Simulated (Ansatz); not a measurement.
# C7H12: taking an electron away

How much energy removes an electron from C7H12 at fixed geometry? The cation is run at each level and the neutral's energy taken from earlier runs.

The runs use Ansatz 0.2.0, Gaussian basis; unrestricted cation, the program's frozen cores in correlated methods.

Plan: UKS PBE-D4/def2-TZVPP; UKS r2SCAN-D4/def2-TZVPP; UKS PBE0-D4/def2-TZVPP; UKS B3LYP-D4/def2-TZVPP; UKS wB97X-V/def2-TZVPP; UKS wB97M-V/def2-TZVPP; UKS B2PLYP/def2-TZVPP; UHF-CCSD(T)/def2-TZVPP; UHF-MP2/def2-QZVPP; extrapolation to the limit; then −ε(HOMO) from the neutral's earlier runs with LDA (SPW92), PBE-D4, revPBE-D4, BLYP-D4, r2SCAN-D4, B97M-V, PBE0-D4, B3LYP-D4, r2SCANh-D4, r2SCAN0-D4, HSE06-D4, BHLYP-D4, CAM-B3LYP-D4, LC-ωPBE, ωB97X-V, ωB97M-V.

### 1 The geometry

All runs share one geometry, relaxed beforehand with PBE0-D4 in a triple-zeta def2 set.

SMILES `CCC#CCCC`, 19 atoms, charge 0, spin multiplicity 1.

Atoms are counted from 1 here; the program's logs count them from 0.

Bond lengths: C1–C2 1.526 Å, C1–H8 1.091 Å, C1–H9 1.092 Å, C1–H10 1.091 Å, C2–C3 1.455 Å, C2–H11 1.095 Å, C2–H12 1.095 Å, C3–C4 1.203 Å, C4–C5 1.455 Å, C5–C6 1.531 Å, C5–H13 1.095 Å, C5–H14 1.097 Å, C6–C7 1.517 Å, C6–H15 1.095 Å, C6–H16 1.094 Å, C7–H17 1.092 Å, C7–H18 1.094 Å, C7–H19 1.092 Å. Angles: C2–C1–H8 110.8°, C2–C1–H9 110.6°, C2–C1–H10 110.8°, H8–C1–H9 108.4°, H8–C1–H10 107.9°, H9–C1–H10 108.4°, C1–C2–C3 112.8°, C1–C2–H11 109.7°, C1–C2–H12 109.7°, C3–C2–H11 109.1°, C3–C2–H12 109.2°, H11–C2–H12 106.1°, C2–C3–C4 178.8°, C3–C4–C5 178.8°, C4–C5–C6 113.2°, C4–C5–H13 109.1°, C4–C5–H14 109.2°, C6–C5–H13 109.6° and more.

### 2 Cation, UKS PBE-D4/def2-TZVPP

Contents of in.yaml:

```yaml
crystal:
  periodic: [false, false, false]
  atoms:
    - {symbol: C, position_ang: [2.319501, -1.211854, 1.433072]}
    - {symbol: C, position_ang: [2.235492, -1.338099, -0.085788]}
    - {symbol: C, position_ang: [1.040878, -0.718217, -0.637747]}
    - {symbol: C, position_ang: [0.044107, -0.201799, -1.070754]}
    - {symbol: C, position_ang: [-1.159376, 0.443616, -1.572317]}
    - {symbol: C, position_ang: [-1.702179, 1.520944, -0.629904]}
    - {symbol: C, position_ang: [-2.119591, 0.973080, 0.722073]}
    - {symbol: H, position_ang: [1.460417, -1.687996, 1.909009]}
    - {symbol: H, position_ang: [3.228227, -1.687384, 1.808457]}
    - {symbol: H, position_ang: [2.330935, -0.162780, 1.734088]}
    - {symbol: H, position_ang: [2.254872, -2.395767, -0.370336]}
    - {symbol: H, position_ang: [3.121107, -0.884779, -0.544185]}
    - {symbol: H, position_ang: [-0.947795, 0.885806, -2.551686]}
    - {symbol: H, position_ang: [-1.932785, -0.315867, -1.738848]}
    - {symbol: H, position_ang: [-2.554932, 2.003156, -1.118312]}
    - {symbol: H, position_ang: [-0.936729, 2.291842, -0.499316]}
    - {symbol: H, position_ang: [-1.275722, 0.495140, 1.224930]}
    - {symbol: H, position_ang: [-2.910281, 0.224605, 0.616034]}
    - {symbol: H, position_ang: [-2.496127, 1.766350, 1.371509]}
basis:
  gaussian: {orbitals: def2-TZVPP}
total_charge: 1
magnetization: {spin_polarized: true, initial_magnetization: 1}
hamiltonian: {xc: pbe, dispersion: d4}
```

Started as:

```console
$ ansatz run in.yaml --threads 2 --pin off --events-out ev --progress --plain --max-ram 32768MiB --backend cuda --devices 0, --max-vram 18GiB
```

The runs that follow: Cation, UKS r2SCAN-D4/def2-TZVPP; Cation, UKS PBE0-D4/def2-TZVPP; Cation, UKS B3LYP-D4/def2-TZVPP; Cation, UKS wB97X-V/def2-TZVPP; Cation, UKS wB97M-V/def2-TZVPP; Cation, UKS B2PLYP (frozen core)/def2-TZVPP; Cation, UHF-CCSD(T)/def2-TZVPP; Cation, UHF-MP2/def2-QZVPP.

Q: Predict the results of all the runs planned. Wanted: ionisation energy, CCSD(T)/CBS; nearest functional by difference; nearest −ε(HOMO); −ε(HOMO) of PBE; T1 of the cation.

The runs gave:

| quantity | value |
| --- | --- |
| ionisation energy, CCSD(T)/CBS | 9.58 eV |
| nearest functional by difference | B2PLYP (-0.29 eV) |
| nearest −ε(HOMO) | ωB97X-V (-0.18 eV) |
| −ε(HOMO) of PBE | 5.85 eV |
| T1 of the cation | 0.018 |

**Reading.** By cation minus neutral, the functionals miss by 0.63 eV at most. The PBE orbital energy is 3.7 eV too small: a semilocal HOMO is no ionisation energy. Among orbital estimates ωB97X-V comes nearest. Hartree-Fock falls 1.53 eV short, as the neutral has more correlation energy than the cation.
